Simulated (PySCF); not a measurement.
CGeH6, in a box:

```
C Ge H
1.0
    13.00000    0.00000    0.00000
     0.00000   12.00000    0.00000
     0.00000    0.00000   13.00000
C Ge H
1 1 6
Direct
  0.46066 0.53215 0.42235
  0.50742 0.50113 0.56220
  0.37842 0.54997 0.42196
  0.50141 0.60398 0.39104
  0.47499 0.46051 0.37277
  0.48694 0.60198 0.63247
  0.62358 0.47632 0.56305
  0.45029 0.39953 0.60647
```

Program: PySCF 2.14.0. Alike in all runs: task atomic charges; potentials or basis def2-svp (all-electron); no spin polarisation; cell as given; k mesh 1 × 1 × 1; smearing fixed.

Q: Order these runs on this cell by their band gap on the k mesh, lowest first.
A. level RPBE+D3(BJ); three-body dispersion term no
B. level B3PW91+D3; three-body dispersion term no; exxdiv ewald
C. level M06-L

A: A (8.12 eV), C (9.10 eV), B (9.95 eV).

Caveats: this is a molecule in a periodic box at the Γ point, so its band gap is the HOMO-LUMO gap; relativity is left out, which matters for the heavier elements; the basis of atomic orbitals isn't converged, which shifts pressures, moduli and gaps.

Runs at the PBE level aren't shown here.
